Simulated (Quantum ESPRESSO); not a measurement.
# Mo (Im-3m) in Quantum ESPRESSO: settings compared, part 2 of 2

Quantum ESPRESSO 7.5.

## (3) Phonons and electron-phonon coupling, PBE

pw.in reads:

```
&CONTROL
  calculation = 'scf'
  prefix = 'pwscf'
  outdir = './tmp'
  pseudo_dir = './pseudo'
  tprnfor = .true.
  tstress = .true.
  disk_io = 'low'
/
&SYSTEM
  ibrav = 0
  nat = 1
  ntyp = 1
  ecutwfc = 45
  ecutrho = 360
  nbnd = 13
  occupations = 'smearing'
  smearing = 'mp'
  degauss = 0.01999163
/
&ELECTRONS
  conv_thr = 2d-10
  electron_maxstep = 120
  mixing_beta = 0.5
/
ATOMIC_SPECIES
Mo    95.9500 mo_pbe_v1.uspp.F.UPF
CELL_PARAMETERS angstrom
  -1.5735000000    1.5735000000    1.5735000000
   1.5735000000   -1.5735000000    1.5735000000
   1.5735000000    1.5735000000   -1.5735000000
ATOMIC_POSITIONS crystal
Mo     0.0000000000    0.0000000000    0.0000000000
K_POINTS automatic
12 12 12 0 0 0
```

scf2.in reads:

```
&CONTROL
  calculation = 'scf'
  prefix = 'pwscf'
  outdir = './tmp'
  pseudo_dir = './pseudo'
  tprnfor = .true.
  tstress = .true.
  disk_io = 'low'
/
&SYSTEM
  ibrav = 0
  nat = 1
  ntyp = 1
  ecutwfc = 45
  ecutrho = 360
  nbnd = 13
  occupations = 'smearing'
  smearing = 'mp'
  degauss = 0.01999163
/
&ELECTRONS
  conv_thr = 1d-13
  electron_maxstep = 120
  mixing_beta = 0.5
  startingpot = 'file'
  startingwfc = 'file'
/
ATOMIC_SPECIES
Mo    95.9500 mo_pbe_v1.uspp.F.UPF
CELL_PARAMETERS angstrom
  -1.5735000000    1.5735000000    1.5735000000
   1.5735000000   -1.5735000000    1.5735000000
   1.5735000000    1.5735000000   -1.5735000000
ATOMIC_POSITIONS crystal
Mo     0.0000000000    0.0000000000    0.0000000000
K_POINTS automatic
12 12 12 0 0 0
```

dense.in reads:

```
&CONTROL
  calculation = 'scf'
  prefix = 'pwscf'
  outdir = './tmp'
  pseudo_dir = './pseudo'
  tprnfor = .true.
  tstress = .true.
  disk_io = 'low'
/
&SYSTEM
  ibrav = 0
  nat = 1
  ntyp = 1
  ecutwfc = 45
  ecutrho = 360
  nbnd = 13
  occupations = 'smearing'
  smearing = 'mp'
  degauss = 0.01999163
  la2F = .true.
/
&ELECTRONS
  conv_thr = 1d-12
  electron_maxstep = 120
  mixing_beta = 0.5
  startingpot = 'file'
/
ATOMIC_SPECIES
Mo    95.9500 mo_pbe_v1.uspp.F.UPF
CELL_PARAMETERS angstrom
  -1.5735000000    1.5735000000    1.5735000000
   1.5735000000   -1.5735000000    1.5735000000
   1.5735000000    1.5735000000   -1.5735000000
ATOMIC_POSITIONS crystal
Mo     0.0000000000    0.0000000000    0.0000000000
K_POINTS automatic
36 36 36 0 0 0
```

scf3.in reads:

```
&CONTROL
  calculation = 'scf'
  prefix = 'pwscf'
  outdir = './tmp'
  pseudo_dir = './pseudo'
  tprnfor = .true.
  tstress = .true.
  disk_io = 'low'
/
&SYSTEM
  ibrav = 0
  nat = 1
  ntyp = 1
  ecutwfc = 45
  ecutrho = 360
  nbnd = 13
  occupations = 'smearing'
  smearing = 'mp'
  degauss = 0.01999163
/
&ELECTRONS
  conv_thr = 1d-12
  electron_maxstep = 120
  mixing_beta = 0.5
  startingpot = 'file'
/
ATOMIC_SPECIES
Mo    95.9500 mo_pbe_v1.uspp.F.UPF
CELL_PARAMETERS angstrom
  -1.5735000000    1.5735000000    1.5735000000
   1.5735000000   -1.5735000000    1.5735000000
   1.5735000000    1.5735000000   -1.5735000000
ATOMIC_POSITIONS crystal
Mo     0.0000000000    0.0000000000    0.0000000000
K_POINTS automatic
12 12 12 0 0 0
```

ph.in reads:

```
phonon_bands of Mo
&INPUTPH
  prefix = 'pwscf'
  outdir = './tmp'
  tr2_ph = 1d-18
  fildyn = 'dyn'
  niter_ph = 90
  alpha_mix(1) = 0.4
  ldisp = .true.
  nq1 = 4
  nq2 = 4
  nq3 = 4
  electron_phonon = 'interpolated'
  el_ph_sigma = 0.005
  el_ph_nsigma = 10
  fildvscf = 'dvscf'
/
```

q2r.in reads:

```
&INPUT
  fildyn = 'dyn'
  zasr = 'crystal'
  flfrc = 'fc'
  la2F = .true.
/
```

matdyn.in reads:

```
&INPUT
  asr = 'crystal'
  flfrc = 'fc'
  flfrq = 'freq'
  q_in_cryst_coord = .true.
  flvec = ' '
/
80
 0.0000000000  0.0000000000  0.0000000000
 0.0312500000 -0.0312500000  0.0312500000
 0.0625000000 -0.0625000000  0.0625000000
 0.0937500000 -0.0937500000  0.0937500000
 0.1250000000 -0.1250000000  0.1250000000
 0.1562500000 -0.1562500000  0.1562500000
 0.1875000000 -0.1875000000  0.1875000000
 0.2187500000 -0.2187500000  0.2187500000
 0.2500000000 -0.2500000000  0.2500000000
 0.2812500000 -0.2812500000  0.2812500000
 0.3125000000 -0.3125000000  0.3125000000
 0.3437500000 -0.3437500000  0.3437500000
 0.3750000000 -0.3750000000  0.3750000000
 0.4062500000 -0.4062500000  0.4062500000
 0.4375000000 -0.4375000000  0.4375000000
 0.4687500000 -0.4687500000  0.4687500000
 0.5000000000 -0.5000000000  0.5000000000
 0.4545454545 -0.4545454545  0.5000000000
 0.4090909091 -0.4090909091  0.5000000000
 0.3636363636 -0.3636363636  0.5000000000
 0.3181818182 -0.3181818182  0.5000000000
 0.2727272727 -0.2727272727  0.5000000000
 0.2272727273 -0.2272727273  0.5000000000
 0.1818181818 -0.1818181818  0.5000000000
 0.1363636364 -0.1363636364  0.5000000000
 0.0909090909 -0.0909090909  0.5000000000
 0.0454545455 -0.0454545455  0.5000000000
 0.0000000000  0.0000000000  0.5000000000
 0.0000000000  0.0000000000  0.4583333333
 0.0000000000  0.0000000000  0.4166666667
 0.0000000000  0.0000000000  0.3750000000
 0.0000000000  0.0000000000  0.3333333333
 0.0000000000  0.0000000000  0.2916666667
 0.0000000000  0.0000000000  0.2500000000
 0.0000000000  0.0000000000  0.2083333333
 0.0000000000  0.0000000000  0.1666666667
 0.0000000000  0.0000000000  0.1250000000
 0.0000000000  0.0000000000  0.0833333333
 0.0000000000  0.0000000000  0.0416666667
 0.0000000000  0.0000000000  0.0000000000
 0.0166666667  0.0166666667  0.0166666667
 0.0333333333  0.0333333333  0.0333333333
 0.0500000000  0.0500000000  0.0500000000
 0.0666666667  0.0666666667  0.0666666667
 0.0833333333  0.0833333333  0.0833333333
 0.1000000000  0.1000000000  0.1000000000
 0.1166666667  0.1166666667  0.1166666667
 0.1333333333  0.1333333333  0.1333333333
 0.1500000000  0.1500000000  0.1500000000
 0.1666666667  0.1666666667  0.1666666667
 0.1833333333  0.1833333333  0.1833333333
 0.2000000000  0.2000000000  0.2000000000
 0.2166666667  0.2166666667  0.2166666667
 0.2333333333  0.2333333333  0.2333333333
 0.2500000000  0.2500000000  0.2500000000
 0.2666666667  0.2000000000  0.2666666667
 0.2833333333  0.1500000000  0.2833333333
 0.3000000000  0.1000000000  0.3000000000
 0.3166666667  0.0500000000  0.3166666667
 0.3333333333  0.0000000000  0.3333333333
 0.3500000000 -0.0500000000  0.3500000000
 0.3666666667 -0.1000000000  0.3666666667
 0.3833333333 -0.1500000000  0.3833333333
 0.4000000000 -0.2000000000  0.4000000000
 0.4166666667 -0.2500000000  0.4166666667
 0.4333333333 -0.3000000000  0.4333333333
 0.4500000000 -0.3500000000  0.4500000000
 0.4666666667 -0.4000000000  0.4666666667
 0.4833333333 -0.4500000000  0.4833333333
 0.5000000000 -0.5000000000  0.5000000000
 0.2500000000  0.2500000000  0.2500000000
 0.2222222222  0.2222222222  0.2777777778
 0.1944444444  0.1944444444  0.3055555556
 0.1666666667  0.1666666667  0.3333333333
 0.1388888889  0.1388888889  0.3611111111
 0.1111111111  0.1111111111  0.3888888889
 0.0833333333  0.0833333333  0.4166666667
 0.0555555556  0.0555555556  0.4444444444
 0.0277777778  0.0277777778  0.4722222222
 0.0000000000  0.0000000000  0.5000000000
```

matdyn_dos.in reads:

```
&INPUT
  asr = 'crystal'
  flfrc = 'fc'
  dos = .true.
  fldos = 'phdos'
  nk1 = 18
  nk2 = 18
  nk3 = 18
  deltaE = 1
  flvec = ' '
  flfrq = ' '
/
```

matdyn_a2f.in reads:

```
&INPUT
  asr = 'crystal'
  flfrc = 'fc'
  la2F = .true.
  dos = .true.
  fldos = 'dos2'
  nk1 = 14
  nk2 = 14
  nk3 = 14
  ndos = 60
  el_ph_nsigma = 10
  flfrq = 'dosfreq2'
  flvec = ' '
/
```

matdyn_mesh.in reads:

```
&INPUT
  asr = 'crystal'
  flfrc = 'fc'
  flfrq = 'mesh'
  q_in_cryst_coord = .true.
  flvec = ' '
/
1000
 0.05000000  0.05000000  0.05000000
 0.05000000  0.05000000  0.15000000
 0.05000000  0.05000000  0.25000000
[... 997 further points of the even 10 x 10 x 10 mesh, shifted by half a step ...]
```

Potentials or basis: GBRV 1.5 PBE.

Run with:

```console
$ OMP_NUM_THREADS=1 mpirun -n 4 pw.x -nk 4 -in pw.in > pw.out
$ OMP_NUM_THREADS=1 mpirun -n 4 pw.x -nk 4 -in scf2.in > scf2.out
$ OMP_NUM_THREADS=1 mpirun -n 4 pw.x -nk 4 -in dense.in > dense.out
$ OMP_NUM_THREADS=1 mpirun -n 4 pw.x -nk 4 -in scf3.in > scf3.out
$ OMP_NUM_THREADS=1 mpirun -n 4 ph.x -nk 4 -in ph.in > ph.out
$ OMP_NUM_THREADS=1 mpirun -n 1 q2r.x -in q2r.in > q2r.out
$ OMP_NUM_THREADS=1 mpirun -n 1 matdyn.x -in matdyn.in > matdyn.out
$ OMP_NUM_THREADS=1 mpirun -n 1 matdyn.x -in matdyn_dos.in > matdyn_dos.out
$ OMP_NUM_THREADS=1 mpirun -n 1 matdyn.x -in matdyn_a2f.in > matdyn_a2f.out
$ OMP_NUM_THREADS=1 mpirun -n 1 matdyn.x -in matdyn_mesh.in > matdyn_mesh.out
```

pw.out:

```text
This program is part of the open-source Quantum ESPRESSO suite
     for quantum simulation of materials; please cite
[... 6 lines left out ...]
     using ibrav=0 with symmetry is DISCOURAGED, use correct ibrav instead

     K-points division:     npool     =       4
     Subspace diagonalization in iterative solution of the eigenvalue problem:
     a serial algorithm will be used

     G-vector sticks info
     --------------------
     sticks:   dense  smooth     PW     G-vecs:    dense   smooth      PW
     Sum         713     345    139                12113     4213    1061

     Using Slab Decomposition

     bravais-lattice index     =            0
     lattice parameter (alat)  =       5.1502  a.u.
     unit-cell volume          =     105.1615 (a.u.)^3
     number of atoms/cell      =            1
     number of atomic types    =            1
     number of electrons       =        14.00
     number of Kohn-Sham states=           13
     kinetic-energy cutoff     =      45.0000  Ry
     charge density cutoff     =     360.0000  Ry
     scf convergence threshold =      2.0E-10
     mixing beta               =       0.5000
     number of iterations used =            8  plain     mixing
     Exchange-correlation= SLA  PW   PBE  PBE
                           (   1   4   3   4   0   0   0)

     celldm(1)=   5.150225  celldm(2)=   0.000000  celldm(3)=   0.000000
     celldm(4)=   0.000000  celldm(5)=   0.000000  celldm(6)=   0.000000

     crystal axes: (cart. coord. in units of alat)
               a(1) = (  -0.577350   0.577350   0.577350 )
               a(2) = (   0.577350  -0.577350   0.577350 )
               a(3) = (   0.577350   0.577350  -0.577350 )

     reciprocal axes: (cart. coord. in units 2 pi/alat)
               b(1) = ( -0.000000  0.866025  0.866025 )
               b(2) = (  0.866025 -0.000000  0.866025 )
               b(3) = (  0.866025  0.866025  0.000000 )

     PseudoPot. # 1 for Mo read from file:
     mo_pbe_v1.uspp.F.UPF
     Pseudo is Ultrasoft + core correction, Zval = 14.0
     Generated by new atomic code, or converted to UPF format
     Using radial grid of  889 points,  6 beta functions with:
                l(1) =   0
                l(2) =   0
                l(3) =   1
                l(4) =   1
                l(5) =   2
                l(6) =   2
     Q(r) pseudized with  6 coefficients,  rinner =    1.000   1.000   1.000
                                                       1.000   1.000

     atomic species   valence    mass     pseudopotential
     Mo               14.00    95.95000     Mo( 1.00)

     48 Sym. Ops., with inversion, found

   Cartesian axes

     site n.     atom                  positions (alat units)
         1        Mo     tau(   1) = (   0.0000000   0.0000000   0.0000000  )

     number of k points=    72  Methfessel-Paxton smearing, width (Ry)=  0.0200
                       cart. coord. in units 2pi/alat
        k(    1) = (   0.0000000   0.0000000   0.0000000), wk =   0.0011574
        k(    2) = (   0.0721688   0.0721688   0.0000000), wk =   0.0138889
        k(    3) = (   0.1443376   0.1443376   0.0000000), wk =   0.0138889
        k(    4) = (   0.2165064   0.2165064   0.0000000), wk =   0.0138889
        k(    5) = (   0.2886751   0.2886751   0.0000000), wk =   0.0138889
        k(    6) = (   0.3608439   0.3608439   0.0000000), wk =   0.0138889
[... 64 lines left out ...]
        k(   71) = (  -0.8660254  -0.0721688  -0.0721688), wk =   0.0138889
        k(   72) = (  -0.8660254  -0.8660254  -0.8660254), wk =   0.0011574

     Dense  grid:    12113 G-vectors     FFT dimensions: (  32,  32,  32)

     Smooth grid:     4213 G-vectors     FFT dimensions: (  24,  24,  24)

     Initial potential from superposition of free atoms

     starting charge      13.9989, renormalised to      14.0000
     Starting wfcs are   13 randomized atomic wfcs

     Self-consistent Calculation

     iteration #  1     ecut=    45.00 Ry     beta= 0.50
     Davidson diagonalization with overlap
     ethr =  1.00E-02,  avg # of iterations =  3.9

     Threshold (ethr) on eigenvalues was too large:
     Diagonalizing with lowered threshold

     Davidson diagonalization with overlap
     ethr =  2.71E-04,  avg # of iterations =  1.8

     total energy              =    -139.33389854 Ry
     estimated scf accuracy    <       0.03871309 Ry

     iteration #  2     ecut=    45.00 Ry     beta= 0.50
     Davidson diagonalization with overlap
     ethr =  2.77E-04,  avg # of iterations =  1.9
[... 36 lines left out ...]
     total energy              =    -139.34017714 Ry
     estimated scf accuracy    <          2.0E-09 Ry

     iteration #  8     ecut=    45.00 Ry     beta= 0.50
     Davidson diagonalization with overlap
     ethr =  1.40E-11,  avg # of iterations =  2.0

     End of self-consistent calculation

          k = 0.0000 0.0000 0.0000 (   555 PWs)   bands (ev):

   -39.8557 -13.1062 -13.1062 -13.1062  14.2135  20.0872  20.0872  20.0872
    23.1168  23.1168  36.2189  36.2189  36.2189

          k = 0.0722 0.0722 0.0000 (   543 PWs)   bands (ev):

   -39.8381 -13.2072 -13.1373 -13.1069  14.5180  19.9161  20.0546  20.3753
    22.8778  23.1223  36.4380  36.7320  36.7991
[... 343 lines left out ...]
   -39.4136 -14.1080 -14.0439 -14.0167  16.1818  16.2415  24.3961  24.5979
    25.4975  30.4253  30.9440  31.6025  41.5692

          k =-0.8660-0.8660-0.8660 (   490 PWs)   bands (ev):

   -39.4008 -14.0774 -14.0774 -14.0774  15.9967  15.9967  25.4496  25.4496
    25.4496  30.5302  30.5302  30.5302  41.1651

     the Fermi energy is    21.4112 ev

!    total energy              =    -139.34017714 Ry
     estimated scf accuracy    <          1.7E-11 Ry
     smearing contrib. (-TS)   =       0.00046153 Ry
     internal energy E=F+TS    =    -139.34063867 Ry

     The total energy is F=E-TS. E is the sum of the following terms:
     one-electron contribution =     -17.66784940 Ry
     hartree contribution      =      17.63726100 Ry
     xc contribution           =     -19.36830140 Ry
     ewald contribution        =    -119.94174887 Ry

     convergence has been achieved in   8 iterations

     Forces acting on atoms (cartesian axes, Ry/au):

     atom    1 type  1   force =     0.00000000    0.00000000    0.00000000

     Total force =     0.000000     Total SCF correction =     0.000000

     Computing stress (Cartesian axis) and pressure

          total   stress  (Ry/bohr**3)                   (kbar)     P=       25.01
   0.00017003   0.00000000   0.00000000           25.01        0.00        0.00
   0.00000000   0.00017003   0.00000000            0.00       25.01        0.00
   0.00000000   0.00000000   0.00017003            0.00        0.00       25.01

=------------------------------------------------------------------------------=
   JOB DONE.
=------------------------------------------------------------------------------=
```

Run time: 29 min. Hardware: 4 MPI ranks of AMD EPYC 7R43 (Zen 3), shared host; peak memory 0.36 GiB.

What came out:

```
Free energy              : -1895.8197 eV
Pressure                 : 2.5 GPa
Band gap on the k mesh   : none (metal or under the smearing width)
Highest phonon frequency : 273 cm⁻¹
Zero-point energy        : 0.037 eV/atom
```

Phonon frequencies in cm⁻¹ (negative: imaginary):
| q point | frequencies |
| --- | --- |
| (0.000, 0.000, 0.000) | 0 0 0 |
| (0.219, -0.219, 0.219) | 135 135 234 |
| (0.438, -0.438, 0.438) | 199 199 219 |
| (0.273, -0.273, 0.500) | 186 231 238 |
| (0.000, 0.000, 0.458) | 158 202 271 |
| (0.000, 0.000, 0.167) | 83 94 146 |
| (0.050, 0.050, 0.050) | 69 69 107 |
| (0.167, 0.167, 0.167) | 201 201 225 |
| (0.283, 0.150, 0.283) | 211 223 223 |
| (0.400, -0.200, 0.400) | 221 225 225 |
| (0.250, 0.250, 0.250) | 218 218 218 |
| (0.056, 0.056, 0.444) | 171 206 267 |

Phonon frequencies at the corners of the path (cm⁻¹, interpolated; i marks imaginary ones):
```tsv
point	frequencies
Γ	0 0 0
H	202 202 202
N	159 204 273
P	218 218 218
```

Phonon states per cell in windows of 20 cm⁻¹ (negative: imaginary):
```
from (cm⁻¹)  total
          0   0.00
         20   0.00
         40   0.01
         60   0.03
         80   0.05
        100   0.08
        120   0.13
        140   0.22
        160   0.39
        180   0.50
        200   0.65
        220   0.35
        240   0.50
        260   0.09
```

Harmonic thermodynamics per atom at this volume (zero-point energy 36.8 meV, Debye temperature from the second moment 376 K):
| T (K) | free energy (meV) | entropy (k_B) | heat capacity Cv (k_B) |
| --- | --- | --- | --- |
| 50 | 36.6 | 0.13 | 0.43 |
| 100 | 34.7 | 0.82 | 1.60 |
| 200 | 21.1 | 2.29 | 2.53 |
| 298.15 | -3.0 | 3.35 | 2.77 |
| 500 | -75.2 | 4.83 | 2.92 |
| 800 | -219.3 | 6.21 | 2.97 |

Electron-phonon coupling by broadening of the double delta (levels on a 36 × 36 × 36 mesh):
```csv
broadening (eV),λ,N(E_F) (states/eV a spin and cell),ω_log (K),"Tc, μ* 0.10 (K)","Tc, μ* 0.13 (K)"
0.07,0.49,0.347,281,3.1,1.8
0.14,0.47,0.326,280,2.7,1.6
0.20,0.47,0.323,279,2.5,1.4
0.27,0.46,0.323,278,2.3,1.3
0.34,0.45,0.325,277,2.2,1.2
0.41,0.45,0.328,276,2.1,1.1
0.48,0.45,0.331,275,2.1,1.1
0.54,0.45,0.335,275,2.1,1.1
0.61,0.45,0.339,275,2.2,1.2
0.68,0.46,0.344,274,2.3,1.2
```

The same from a weighted sum over the computed q points, without interpolation:
```csv
broadening (eV),λ,ω_log (K),"Tc, μ* 0.10 (K)","Tc, μ* 0.13 (K)"
0.07,0.51,272,3.5,2.1
0.14,0.49,272,3.0,1.8
0.20,0.48,272,2.8,1.6
0.27,0.47,272,2.5,1.4
0.34,0.46,272,2.4,1.3
0.41,0.46,272,2.3,1.2
0.48,0.46,272,2.2,1.2
0.54,0.46,272,2.3,1.2
0.61,0.46,273,2.3,1.3
0.68,0.46,273,2.4,1.3
```

Eliashberg function at a broadening of 0.27 eV:
```tsv
cm⁻¹	α²F
7	0.000
21	0.000
35	0.000
49	0.000
62	0.000
76	0.000
90	0.002
104	0.006
118	0.017
132	0.043
146	0.108
160	0.339
174	0.409
187	0.462
201	0.635
215	0.413
229	0.213
243	0.289
257	0.400
271	0.015
```

Coupling and linewidth of each mode at the computed q points (broadening 0.27 eV):
| q | cm⁻¹ | λ of the modes | linewidths (GHz) |
| --- | --- | --- | --- |
| (0.00, 0.00, 0.25) | 117 137 202 | 0.10 0.08 0.10 | 5 6 15 |
| (0.00, 0.00, -0.50) | 159 204 273 | 0.66 0.06 0.10 | 63 10 28 |
| (0.00, 0.25, 0.25) | 193 206 243 | 0.10 0.08 0.07 | 15 13 16 |
| (0.25, 0.25, 0.25) | 218 218 218 | 0.18 0.18 0.18 | 33 33 33 |
| (0.25, 0.25, -0.25) | 149 149 250 | 0.23 0.23 0.14 | 19 19 34 |
| (0.25, -0.50, -0.50) | 183 232 243 | 0.40 0.18 0.16 | 51 36 35 |
| (-0.50, -0.50, -0.50) | 202 202 202 | 0.68 0.68 0.65 | 105 105 100 |

Caveat: λ from interpolated matrix elements is rough: modes that symmetry makes equal can differ by tens of percent.
